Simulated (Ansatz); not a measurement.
## CsPbI₂Br, space group P4/mmm: a run that restarts from a saved state, step by step

With the Ansatz DFT code, driven from Python.

The script reads `cspbi2br.xyz`:
```text
5
Lattice="6.375296 0.0 0.0 0.0 6.375296 0.0 0.0 0.0 5.96222" Properties=species:S:1:pos:R:3 pbc="T T T"
Cs    3.18764800    3.18764800    2.98111000
Pb    0.00000000    0.00000000    0.00000000
I     0.00000000    3.18764800    0.00000000
I     3.18764800    0.00000000    0.00000000
Br    0.00000000    0.00000000    2.98111000
```

Interactive session:
```pycon
>>> import warnings
>>> import ansatz as az
>>> warnings.simplefilter("ignore", az.DeckWarning)
>>> structure = az.Crystal.from_extxyz("cspbi2br.xyz")
>>> calculation = (
...     structure.calculation()
...     .occupations("fixed")
...     .scf(tolerance=1e-07)
...     .functional(az.Functional.PBE)
... )
>>> coarse = calculation.kpoints(*(2, 2, 2)).checkpoint(write="ground.run").run(threads=1, backend="cpu").report

>>> warm = calculation.kpoints(*(4, 4, 4)).checkpoint(read="ground.run").run(threads=1, backend="cpu").report
>>> cold = calculation.kpoints(*(4, 4, 4)).run(threads=1, backend="cpu").report
>>> for label, rep in (("coarse", coarse), ("fine, from the saved density", warm), ("fine, fresh start", cold)):
...     print(f"{label:30s} F = {rep['free_energy_ev']:.5f} eV  iterations {rep['n_iterations']}")
...
coarse                         F = -35391.08013 eV  iterations 7
fine, from the saved density   F = -35391.70779 eV  iterations 7
fine, fresh start              F = -35391.70779 eV  iterations 6
```

Reading the output:
- Absolute energies stand on the zero of these potentials, so only differences at equal settings mean something. A total without «per atom» is that of the cell as typed.
- Spin-orbit coupling, which matters for elements this heavy, is left out.
- This cell is a computed structure, which may not be the phase found in nature.
- Wall time of the script: 13 s on 1 thread of Arm Neoverse V2 (shared host), peak memory 0.57 GiB.

(Lines on the test bed's own set-up are left out of the output.)
